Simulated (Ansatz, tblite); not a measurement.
# The cluster Mg₂Al₄O₈: rung by rung

How do method and basis change the picture of the cluster Mg₂Al₄O₈ (singlet)?

Computed with Ansatz 0.2.0, Gaussian basis. Level: as each input shows.

The runs, in order: GFN1-xTB, GFN2-xTB, PBE-D4/def2-TZVP, r2SCAN-D4/def2-TZVP, B3LYP-D4/def2-TZVP, r2SCAN0-D4/def2-TZVP, PBE-D4/def2-SVP, PBE0-D4/def2-SVP, HF/STO-3G, HF/6-31G, B3LYP-D4/6-31G, MP2/def2-SVP, RPA/def2-SVP.

5 further runs of the same task are left out: 3 that didn't finish, 2 set aside as unsound or not needed.

## (1) The structure

The geometry is that of the singlet, from an earlier relaxation (PBE-D4/def2-SVP). At that level it is the lowest of the isomers that a small search found.

14 atoms, charge 0, spin multiplicity 1.

Bond lengths: Mg1–O10 1.950 Å, Mg1–O12 2.242 Å, Mg1–O13 2.017 Å, Mg1–O14 2.119 Å, Mg2–O11 1.892 Å, Mg2–O12 1.975 Å, Mg2–O13 2.058 Å, Al3–O9 1.736 Å, Al3–O10 1.706 Å, Al3–O12 1.838 Å, Al4–O8 1.741 Å, Al4–O9 1.783 Å, Al4–O12 2.003 Å, Al4–O14 1.878 Å, Al5–O7 1.780 Å, Al5–O8 1.740 Å, Al5–O11 1.712 Å, Al6–O7 1.716 Å and more. Angles: O10–Mg1–O12 81.8°, O10–Mg1–O13 155.1°, O10–Mg1–O14 115.1°, O12–Mg1–O13 83.4°, O12–Mg1–O14 77.6°, O13–Mg1–O14 80.8°, O11–Mg2–O12 114.5°, O11–Mg2–O13 117.2°, O12–Mg2–O13 89.4°, O9–Al3–O10 134.6°, O9–Al3–O12 93.8°, O10–Al3–O12 101.9°, O8–Al4–O9 133.7°, O8–Al4–O12 111.9°, O8–Al4–O14 110.7°, O9–Al4–O12 86.9°, O9–Al4–O14 111.3°, O12–Al4–O14 89.6° and more.

PBE0-D4/def2-TZVP was run before; its log isn't repeated, and its numbers join the tables.

## (2) GFN1-xTB

Tight binding, by tblite at 300 K electronic temperature and without a spin-polarisation term:

```python
tblite.interface.Calculator('GFN1-xTB', numbers, positions, charge=0, uhf=0).singlepoint()
```

Energy -1216.7594 eV, HOMO -12.10 eV, LUMO -9.97 eV; 0.038 s.

## (3) GFN2-xTB

Tight binding, by tblite at 300 K electronic temperature and without a spin-polarisation term:

```python
tblite.interface.Calculator('GFN2-xTB', numbers, positions, charge=0, uhf=0).singlepoint()
```

Energy -1053.4957 eV, HOMO -12.39 eV, LUMO -10.71 eV; 0.049 s.

## (4) PBE-D4/def2-TZVP

start.molden holds the orbitals of an earlier run on this state, given as this run's starting guess.

The input, in.yaml:

```yaml
crystal:
  periodic: [false, false, false]
  atoms:
    - {symbol: Mg, position_ang: [-1.846615, -0.906775, -0.394574]}
    - {symbol: Mg, position_ang: [-0.758474, 1.858343, -0.110058]}
    - {symbol: Al, position_ang: [-0.341323, -1.066523, -2.451441]}
    - {symbol: Al, position_ang: [1.165370, -0.750485, -0.467522]}
    - {symbol: Al, position_ang: [1.553114, 1.388239, 1.435068]}
    - {symbol: Al, position_ang: [-0.525337, -0.214915, 1.877506]}
    - {symbol: O, position_ang: [0.691821, 0.594966, 2.775767]}
    - {symbol: O, position_ang: [2.321277, 0.212184, 0.408254]}
    - {symbol: O, position_ang: [1.227476, -1.657748, -2.001257]}
    - {symbol: O, position_ang: [-1.941085, -1.608379, -2.211293]}
    - {symbol: O, position_ang: [0.702046, 2.703445, 0.745464]}
    - {symbol: O, position_ang: [-0.256694, 0.376945, -1.316157]}
    - {symbol: O, position_ang: [-1.871501, 0.539116, 1.011509]}
    - {symbol: O, position_ang: [-0.120064, -1.468414, 0.698725]}
basis:
  gaussian: {orbitals: def2-TZVP, initial_orbitals: start.molden}
hamiltonian: {xc: pbe, dispersion: d4}
scf: {omitted_lower_state_checks: [starts]}
output: {orbitals: {seedname: orbitals}}
```

The run is started by

```console
ansatz run in.yaml --threads 6 --pin off --events-out ev --progress --plain --max-ram 7833MiB
```

The runs that follow: r2SCAN-D4/def2-TZVP; B3LYP-D4/def2-TZVP; r2SCAN0-D4/def2-TZVP; PBE-D4/def2-SVP; PBE0-D4/def2-SVP; HF/STO-3G; HF/6-31G; B3LYP-D4/6-31G; MP2/def2-SVP; RPA/def2-SVP.

Before running them: what should the planned runs give, taken together? Wanted: gap in def2-TZVP, named functionals, smallest and largest; correlation energy, MP2/def2-SVP; binding an atom, functionals in def2-TZVP; PBE0 total energy, smallest basis above largest.

As calculated:

```
                                                 quantity                                   value
gap in def2-TZVP, named functionals, smallest and largest  2.53 eV (PBE-D4), 5.29 eV (r2SCAN0-D4)
                         correlation energy, MP2/def2-SVP                               -48.81 eV
                binding an atom, functionals in def2-TZVP   4.75 (r2SCAN0-D4) to 4.96 eV (PBE-D4)
          PBE0 total energy, smallest basis above largest          33.12 eV (def2-SVP, def2-TZVP)
```

What this shows: Orbital gaps of the named functionals in def2-TZVP span 2.53 eV (PBE-D4) to 5.29 eV (r2SCAN0-D4); exact exchange widens it.
